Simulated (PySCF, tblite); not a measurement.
# C₁₄H₁₅N: excited states

Wanted: excited states for C₁₄H₁₅N (`CN(C)C1=CC(=C2C=CC=C2)C=CC=C1`).

Programs: tblite 0.8.0 and PySCF 2.14.0, with routines of our own; each step states its level. All values are computed. Atoms count from 0.

### Step 1. The system as given

30 atoms, charge 0, multiplicity 1; geometry from: force field or distance geometry start.

### Step 2. Geometry optimisation with GFN2-xTB

Job settings and geometry (Å):

```
{"job": {"kind": "relax", "xc": "GFN2-xTB", "basis": "xTB"}, "charge": 0, "multiplicity": 1}
C     -2.401600    -0.442300     2.130400
N     -2.465200     0.229100     0.818700
C     -3.786400     0.673500     0.435000
C     -1.331900     0.368400    -0.013800
C     -0.223000    -0.399800     0.153200
C      0.992300    -0.376000    -0.677100
C      2.209000    -0.554600    -0.097300
C      2.491800    -0.675800     1.340200
C      3.815900    -0.837600     1.480600
C      4.436500    -0.805500     0.182700
C      3.500300    -0.633200    -0.768000
C      0.879100    -0.336400    -2.132600
C      0.040100     0.469900    -2.797700
C     -0.792400     1.477400    -2.214800
C     -1.384300     1.438800    -1.002800
H     -2.464700    -1.524600     2.017300
H     -1.490500    -0.181200     2.674200
H     -3.245900    -0.135100     2.770700
H     -3.938200     1.728700     0.719000
H     -4.572800     0.085800     0.925100
H     -3.955100     0.578400    -0.643300
H     -0.219600    -1.165000     0.913000
H      1.767300    -0.629200     2.145100
H      4.337700    -0.949900     2.410100
H      5.505100    -0.884400     0.018600
H      3.669100    -0.549000    -1.820100
H      1.505500    -1.021800    -2.695600
H      0.030700     0.422700    -3.890200
H     -0.962400     2.359300    -2.830900
H     -1.964500     2.297900    -0.700000
```

Launch:

```
OMP_NUM_THREADS=1 python excited_run.py task.json out
```

The driver reads the jobs from task.json and runs them one after another.

Standard output:

```text
step      E/eV     max force
  0   -1100.39837    1.103
  1   -1100.45595    0.485
  2   -1100.48378    0.354
  3   -1100.52431    0.351
  4   -1100.54350    0.298
  5   -1100.55667    0.224
  6   -1100.56673    0.207
  7   -1100.57554    0.198
  8   -1100.58370    0.180
  9   -1100.59088    0.176
 10   -1100.59653    0.151
 11   -1100.60122    0.156
 12   -1100.60595    0.173
 13   -1100.61126    0.148
 14   -1100.61597    0.126
 15   -1100.61905    0.113
 16   -1100.62118    0.114
 17   -1100.62335    0.101
 18   -1100.62587    0.105
 19   -1100.62838    0.109
 20   -1100.63041    0.101
 21   -1100.63200    0.096
 22   -1100.63333    0.076
 23   -1100.63448    0.078
 24   -1100.63554    0.073
 25   -1100.63672    0.064
 26   -1100.63828    0.094
 27   -1100.64019    0.102
 28   -1100.64214    0.098
 29   -1100.64387    0.079
 30   -1100.64527    0.064
 31   -1100.64639    0.060
 32   -1100.64730    0.052
 33   -1100.64805    0.053
 34   -1100.64870    0.048
 35   -1100.64928    0.040
 36   -1100.64978    0.043
 37   -1100.65021    0.041
 38   -1100.65061    0.040
 39   -1100.65101    0.044
 40   -1100.65142    0.041
 41   -1100.65185    0.038
 42   -1100.65236    0.056
 43   -1100.65296    0.061
 44   -1100.65361    0.046
 45   -1100.65424    0.047
 46   -1100.65490    0.052
 47   -1100.65572    0.076
 48   -1100.65676    0.075
 49   -1100.65775    0.063
 50   -1100.65847    0.050
 51   -1100.65906    0.048
 52   -1100.65960    0.050
 53   -1100.66019    0.047
 54   -1100.66082    0.062
 55   -1100.66146    0.061
 56   -1100.66213    0.057
 57   -1100.66280    0.055
 58   -1100.66340    0.041
 59   -1100.66391    0.044
 60   -1100.66435    0.047
 61   -1100.66479    0.049
 62   -1100.66533    0.046
 63   -1100.66586    0.039
 64   -1100.66627    0.041
 65   -1100.66662    0.041
 66   -1100.66700    0.039
 67   -1100.66742    0.038
 68   -1100.66780    0.032
 69   -1100.66809    0.031
 70   -1100.66833    0.034
 71   -1100.66861    0.033
 72   -1100.66899    0.031
 73   -1100.66931    0.035
 74   -1100.66957    0.036
 75   -1100.66984    0.034
 76   -1100.67018    0.039
 77   -1100.67056    0.038
 78   -1100.67096    0.047
 79   -1100.67138    0.050
 80   -1100.67187    0.051
 81   -1100.67242    0.043
 82   -1100.67294    0.043
 83   -1100.67341    0.041
 84   -1100.67389    0.039
 85   -1100.67443    0.038
 86   -1100.67501    0.040
 87   -1100.67552    0.050
 88   -1100.67594    0.050
 89   -1100.67629    0.048
 90   -1100.67663    0.032
 91   -1100.67693    0.030
 92   -1100.67719    0.031
 93   -1100.67742    0.031
 94   -1100.67766    0.034
 95   -1100.67790    0.031
 96   -1100.67816    0.030
 97   -1100.67842    0.029
 98   -1100.67869    0.035
 99   -1100.67893    0.031
100   -1100.67912    0.026
101   -1100.67928    0.032
102   -1100.67949    0.039
103   -1100.67975    0.040
104   -1100.68003    0.037
105   -1100.68031    0.035
106   -1100.68059    0.041
107   -1100.68087    0.034
108   -1100.68112    0.042
109   -1100.68133    0.035
110   -1100.68152    0.026
111   -1100.68173    0.029
112   -1100.68200    0.030
113   -1100.68229    0.039
114   -1100.68257    0.038
115   -1100.68284    0.030
116   -1100.68312    0.032
117   -1100.68340    0.034
118   -1100.68367    0.032
119   -1100.68393    0.029
120   -1100.68412    0.027
121   -1100.68426    0.021
122   -1100.68434    0.015
123   -1100.68440    0.014
124   -1100.68445    0.012
125   -1100.68450    0.013
126   -1100.68454    0.012
127   -1100.68457    0.010
128   -1100.68461    0.013
129   -1100.68466    0.016
130   -1100.68470    0.018
131   -1100.68474    0.015
132   -1100.68477    0.011
133   -1100.68481    0.010
```

Wall time 2.5 s (1 thread of INTEL XEON PLATINUM 8581C at 2.10GHz, shared host); peak memory 0.18 GiB.

Step by step: (not every step is listed)

```tsv
step	energy from step 0 (eV)	largest force (eV/Å)
0	0.0000	1.1032
1	-0.0576	0.4847
2	-0.0854	0.3540
3	-0.1259	0.3508
4	-0.1451	0.2978
5	-0.1583	0.2242
6	-0.1684	0.2074
7	-0.1772	0.1975
8	-0.1853	0.1800
20	-0.2320	0.1014
32	-0.2489	0.0522
44	-0.2552	0.0458
56	-0.2638	0.0566
68	-0.2694	0.0317
80	-0.2735	0.0512
92	-0.2788	0.0307
104	-0.2817	0.0372
116	-0.2847	0.0324
128	-0.2862	0.0132
129	-0.2863	0.0159
130	-0.2863	0.0177
131	-0.2864	0.0147
132	-0.2864	0.0112
133	-0.2864	0.0095
```

Close pairs (by a distance rule), those that changed most:

```tsv
bond	before (Å)	after (Å)	change (Å)
C4–C5	1.472	1.431	-0.041
N1–C3	1.413	1.377	-0.036
C0–N1	1.475	1.441	-0.034
C5–C6	1.360	1.387	+0.027
C6–C7	1.470	1.446	-0.024
C5–C11	1.460	1.442	-0.018
C7–C8	1.341	1.355	+0.014
C0–H17	1.103	1.090	-0.013
```

The end geometry stands in the next job.

### Step 3. Infrared spectrum with GFN2-xTB

Job settings and geometry (Å):

```
{"job": {"kind": "ir", "xc": "GFN2-xTB", "basis": "xTB"}, "charge": 0, "multiplicity": 1}
C     -2.153596    -0.112930     2.182306
N     -2.397906     0.360929     0.843755
C     -3.790249     0.378056     0.459210
C     -1.393876     0.467735    -0.092723
C     -0.179400    -0.126025     0.133288
C      1.018260    -0.169571    -0.649187
C      2.200105    -0.592000    -0.058674
C      2.431462    -0.826418     1.349194
C      3.730946    -1.167024     1.525014
C      4.379041    -1.177113     0.243218
C      3.473074    -0.830579    -0.702418
C      1.004821     0.082352    -2.069426
C      0.116865     0.770528    -2.813663
C     -1.047456     1.470957    -2.372320
C     -1.701749     1.340305    -1.203278
H     -2.097179    -1.206791     2.243690
H     -1.227641     0.313024     2.566617
H     -2.971116     0.224140     2.819964
H     -4.285247     1.296532     0.794059
H     -4.304280    -0.472298     0.914746
H     -3.896237     0.290054    -0.619921
H     -0.092850    -0.682630     1.052976
H      1.703634    -0.715437     2.132689
H      4.215338    -1.395371     2.458296
H      5.414184    -1.422497     0.082044
H      3.673317    -0.756555    -1.755731
H      1.852147    -0.328906    -2.600102
H      0.327192     0.866170    -3.872023
H     -1.452049     2.177851    -3.086606
H     -2.567573     1.972071    -1.055221
```

Standard output:

```text
mode    cm-1     km/mol
  1      30.0      0.30
  2      51.7      1.40
  3      62.4     11.24
  4      85.7      3.77
  5     107.6      2.49
  6     156.5      0.76
  7     168.6      1.29
  8     190.4      5.28
  9     226.1     14.94
 10     255.4      1.90
 11     273.4      0.42
 12     306.6      1.13
 13     350.9      2.90
 14     411.7      0.33
 15     418.1      0.28
 16     439.8      0.47
 17     472.7      0.54
 18     508.6      3.77
 19     520.1      9.13
 20     539.8      0.08
 21     590.1      0.61
 22     626.7      3.43
 23     699.1     25.98
 24     765.1     11.18
 25     768.0     23.72
 26     776.7     14.36
 27     792.7      0.52
 28     813.2     50.77
 29     824.9      6.80
 30     838.2      7.20
 31     840.5      0.59
 32     842.7      8.50
 33     872.0      3.36
 34     911.1     14.85
 35     929.5      0.57
 36     939.9      1.26
 37     985.4      1.85
 38    1023.2      0.48
 39    1035.8      3.82
 40    1058.4      7.17
 41    1085.6     60.28
 42    1093.6      5.25
 43    1100.5      1.51
 44    1113.3      3.83
 45    1132.2     25.95
 46    1144.7    115.23
 47    1195.3      7.59
 48    1253.1     14.25
 49    1260.7     35.62
 50    1274.8      0.56
 51    1282.0      3.94
 52    1329.2     52.21
 53    1338.7     27.10
 54    1346.8    137.68
 55    1370.9     17.85
 56    1400.9     27.42
 57    1416.7      0.20
 58    1426.8     10.24
 59    1445.0     41.49
 60    1481.7    121.14
 61    1484.8    517.90
 62    1490.2     19.69
 63    1494.8      5.66
 64    1500.8      2.88
 65    1540.4    159.10
 66    1563.4    431.51
 67    1570.7     31.39
 68    1587.5     28.08
 69    1647.9     54.45
 70    2904.5     50.48
 71    2921.2     53.93
 72    2967.0     66.71
 73    3005.5     41.23
 74    3014.6     14.69
 75    3032.0     20.85
 76    3041.9      6.26
 77    3051.1     43.30
 78    3068.4     55.25
 79    3081.9     13.97
 80    3106.9      3.62
 81    3112.1     27.70
 82    3116.8     15.06
 83    3123.8    152.30
 84    3131.4    130.88
```

It took 3.1 s on 1 thread of INTEL XEON PLATINUM 8581C at 2.10GHz, shared host; peak memory 0.18 GiB.

The strongest bands and the atoms that carry them (share of the mass-weighted mode):

```tsv
cm⁻¹	km/mol	atoms
1145	115.2	C3 17 %
1347	137.7	C9 12 %, C8 11 %
1482	121.1	H20 22 %, H17 18 %, H19 12 %, H16 10 %
1485	517.9	C7 19 %, C10 19 %, C8 13 %, C9 13 %
1540	159.1	C6 46 %, C5 34 %
1563	431.5	C3 34 %, C4 31 %
3124	152.3	H22 33 %, H25 28 %, H23 19 %
3131	130.9	H25 32 %, H24 29 %, H23 19 %, H22 11 %
```

### Step 4. Excited states: TDA B3LYP/def2-SVP

Settings changed since step 3:

```diff
@@ -1,2 +1,2 @@
-{"job": {"kind": "ir", "xc": "GFN2-xTB", "basis": "xTB"}, "charge": 0, "multiplicity": 1}
+{"job": {"kind": "states", "xc": "B3LYP", "basis": "def2-SVP", "tda": true, "soc": true, "nstates": 6, "ntriplets": 6, "nquad": 4}, "charge": 0, "multiplicity": 1}
 C     -2.153596    -0.112930     2.182306
```

Level: TDA B3LYP/def2-SVP excited states, vertical, gas phase, spin-orbit mean-field couplings.

Standard output:

```text
coarse grid: 25568 points
cycle   1  E = -596.5003576193  dE =  2.560e+00  |g| = 6.222e-01  |ddm| = 6.787e+00
cycle   2  E = -594.9742452874  dE =  1.526e+00  |g| = 1.892e+00  |ddm| = 3.574e+00
cycle   3  E = -596.5334059815  dE = -1.559e+00  |g| = 5.097e-01  |ddm| = 3.380e+00
cycle   4  E = -596.6274915317  dE = -9.409e-02  |g| = 8.337e-02  |ddm| = 8.333e-01
cycle   5  E = -596.6284427857  dE = -9.513e-04  |g| = 9.459e-02  |ddm| = 2.640e-01
cycle   6  E = -596.6304303844  dE = -1.988e-03  |g| = 2.785e-02  |ddm| = 1.301e-01
cycle   7  E = -596.6306273616  dE = -1.970e-04  |g| = 1.468e-02  |ddm| = 4.738e-02
cycle   8  E = -596.6306915749  dE = -6.421e-05  |g| = 5.921e-03  |ddm| = 2.165e-02
cycle   9  E = -596.6307025937  dE = -1.102e-05  |g| = 2.192e-03  |ddm| = 1.032e-02
cycle  10  E = -596.6307037864  dE = -1.193e-06  |g| = 1.225e-03  |ddm| = 3.291e-03
final grid: 248488 points
cycle  11  E = -596.7492672829  dE = -8.340e-05  |g| = 7.424e-03  |ddm| = 7.683e-02
cycle  12  E = -596.7492593592  dE =  7.924e-06  |g| = 8.978e-03  |ddm| = 2.330e-02
cycle  13  E = -596.7492808625  dE = -2.150e-05  |g| = 2.869e-03  |ddm| = 1.522e-02
cycle  14  E = -596.7492834197  dE = -2.557e-06  |g| = 2.776e-04  |ddm| = 4.240e-03
cycle  15  E = -596.7492834280  dE = -8.312e-09  |g| = 2.207e-04  |ddm| = 6.473e-04
cycle  16  E = -596.7492834416  dE = -1.362e-08  |g| = 4.269e-05  |ddm| = 3.272e-04
cycle  17  E = -596.7492834420  dE = -4.272e-10  |g| = 1.590e-05  |ddm| = 7.517e-05
converged SCF energy = -596.7492834420

Singlet excitations
state   eV       nm        f     d(h-e)  d(exc)  Lambda  PR(NTO)  |dmu|/D   mu/D   main configurations
  1   2.3725   522.6   0.00235   2.714   4.393   0.628   1.049    5.072    3.484   H->L 0.84, H->L+1 0.09
  2   2.5103   493.9   0.00034   3.619   4.753   0.403   1.217    6.432    3.041   H-1->L 0.88, H->L+1 0.10
  3   2.8555   434.2   0.00229   3.142   4.506   0.520   1.013    5.648    1.435   H-1->L+1 0.97
  4   3.5365   350.6   0.38476   1.309   4.147   0.697   1.703    2.911    8.259   H->L+1 0.43, H-2->L 0.42
  5   4.1516   298.6   1.03529   1.212   3.791   0.684   1.956                     H-2->L 0.52, H->L+1 0.30
  6   4.4177   280.7   0.13754   1.621   4.314   0.673   1.254                     H-2->L+1 0.86

Triplet excitations (Tamm-Dancoff)
state   eV     d(h-e)  d(exc)  Lambda  PR(NTO)   main configurations
  1   1.7146   1.316   3.876   0.632   1.032   H->L 0.87
  2   1.9386   1.385   3.894   0.728   1.301   H->L+1 0.80, H-1->L 0.09
  3   2.0006   1.941   3.842   0.502   1.389   H-1->L+1 0.48, H-1->L 0.33, H->L+1 0.11
  4   2.6009   4.204   5.107   0.433   1.010   H-1->L 0.54, H-1->L+1 0.43
  5   2.9705   1.146   3.384   0.652   1.059   H-2->L 0.84
  6   3.5157   1.861   4.138   0.667   1.050   H-2->L+1 0.89
S1 - T1 = 0.6579 eV

Spin-orbit couplings |<S|Hso|T>| (cm-1)
             T1       T2       T3       T4       T5       T6
S0        0.721    0.773    0.535    0.363    0.964    1.060
S1        0.139    0.152    0.019    0.048    0.566    0.083
S2        0.166    0.054    0.126    0.130    0.144    0.181
S3        0.042    0.167    0.029    0.159    0.036    0.148
S4        0.450    0.103    0.245    0.140    0.172    0.424
S5        0.405    0.104    0.168    0.156    0.333    0.416
S6        0.121    0.612    0.297    0.169    0.236    0.083
T1 sublevels (cm-1): 0.000 0.000 0.000   radiative rates (1/s): 0.00501 0.00894 0.215
```

Run time: 2.1 min. Hardware: 1 thread of INTEL XEON PLATINUM 8581C at 2.10GHz, shared host; peak memory 1.4 GiB.

Key values:

```tsv
quantity	value
S1 less T1	0.66 eV
```

### Step 5. Results

```
                                 quantity                  value
strongest single infrared mode (GFN2-xTB)  1485 cm⁻¹, 518 km/mol
             zero-point energy (GFN2-xTB)         153.8 kcal/mol
  S1 less T1 (step 4, TDA B3LYP/def2-SVP)                0.66 eV
```

In words: All 84 modes are real, so the xTB geometry is a minimum. GFN2-xTB is a fitted tight-binding method: band positions and strengths are rough. Its intensities can rank the bands wrongly. In step 4 hole and electron of S1 lie 2.7 Å apart, a charge-transfer state, which a functional without long-range exact exchange places too low; S1, its gap to T1 and the count of triplets below it are unsure. In step 4, the number of triplets below S1 is 3, and the largest singlet-triplet spin-orbit coupling is S0–T6, 1.06 cm⁻¹.
